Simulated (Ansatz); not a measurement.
**r2SCAN/def2-TZVP (core potential) run of GeTe (SMILES [Ge][Te])**

What is the electronic atomisation energy of GeTe at r2SCAN/def2-TZVP (core potential)? 

The calculation is run with Ansatz 0.2.0.

37 further runs of the same task are left out: 1 that didn't finish, 36 set aside as unsound or not needed.

**1. The structure to begin with**

The species is GeTe (2 atoms), meant as a singlet with charge 0. As SMILES, `[Ge][Te]`. The bond length is the measured one.

Bond lengths: Ge1–Te2 2.340 Å.

**2. The energy at r2SCAN/def2-TZVP (core potential)**

run.yaml

```yaml
basis:
  gaussian: {orbitals: def2-TZVP}
crystal:
  periodic: [false, false, false]
  atoms:
    - symbol: Ge
      position_ang: [0.000000, 0.000000, 0.000000]
    - symbol: Te
      position_ang: [0.000000, 0.000000, 2.340165]
hamiltonian: {xc: r2scan}
accuracy: high
output: {orbitals: {seedname: orbitals}}
```

Command:

```
$ ansatz run run.yaml --threads 1 --pin off --max-ram 3480MiB --events-out events.jsonl --progress --plain --runs-dir runs
```

Standard output:

```text
Warning: RAYON_NUM_THREADS=1 ignored (pool sized by the plan → 1); use --threads N
Functional definition: r2SCAN
  name "r2SCAN"
  parameter k0 = 0.174
  parameter k1 = 0.065
  parameter a1 = 4.9479
  exchange = r2scan_x(k0 = k0, k1 = k1, a1 = a1)
  correlation = r2scan_c
1505 factors; integrals over basis functions are off by at most 4.6e-9 eV
mean field evaluation 1: about -63814.1954 eV, gradient 1.9e1 eV
mean field evaluation 2: about -63803.6367 eV, gradient 5.8e1 eV
mean field evaluation 4: about -63814.9552 eV, gradient 2.5e0 eV
mean field evaluation 8: about -63814.9642 eV, gradient 3.3e-1 eV
mean field evaluation 16: about -63814.9645 eV, gradient 1.9e-5 eV
mean field -63814.96454622 eV, -2345.1566917370 hartree, gradient 8.8e-9 eV, S^2 0.000000; 0 other end points of the search recorded, 0 dependent functions left out
reference -63814.96454668 eV, -2345.1566917538 hartree; 28, 28 occupied and 70, 70 virtual orbitals, 1505 factors
Total energy: -63814.96454668 eV, -2345.1566917538 hartree
```

Wall time 11 s (1 thread of Arm Neoverse V1, shared host); peak memory 0.23 GiB.

**3. The Ge atom**

molecule.yaml

```yaml
crystal:
  periodic: [false, false, false]
  atoms:
    - {symbol: Ge, position_ang: [0.000000, 0.000000, 0.000000]}
basis:
  gaussian:
    orbitals: def2-TZVP
magnetization:
  spin_polarized: true
  initial_magnetization: 2
hamiltonian:
  xc: {name: r2SCAN}
accuracy: high
```

Run the same way, it converges to -2076.90335 Eh (log not shown).

**4. The Te atom, same level**

run.yaml

```yaml
basis:
  gaussian: {orbitals: def2-TZVP}
crystal:
  periodic: [false, false, false]
  atoms:
    - {symbol: Te, position_ang: [0.000000, 0.000000, 0.000000]}
hamiltonian: {xc: {name: r2SCAN}}
magnetization: {spin_polarized: true, initial_magnetization: 2}
accuracy: high
```

Run the same way, it converges to -268.08831 Eh (log not shown).

**5. Results**

At r2SCAN/def2-TZVP (core potential):

```
                     quantity           value
       molecule: total energy  -2345.15669 Eh
        molecule: HOMO energy        -6.45 eV
        molecule: LUMO energy        -3.24 eV
      molecule: HOMO–LUMO gap         3.22 eV
        Ge atom: total energy  -2076.90335 Eh
                Ge atom: ⟨S²⟩           2.005
        Te atom: total energy   -268.08831 Eh
                Te atom: ⟨S²⟩           2.005
electronic atomisation energy        4.491 eV
```

Taking the molecule apart into free atoms costs 4.49 eV (433 kJ/mol), before zero-point energy and without spin-orbit coupling.
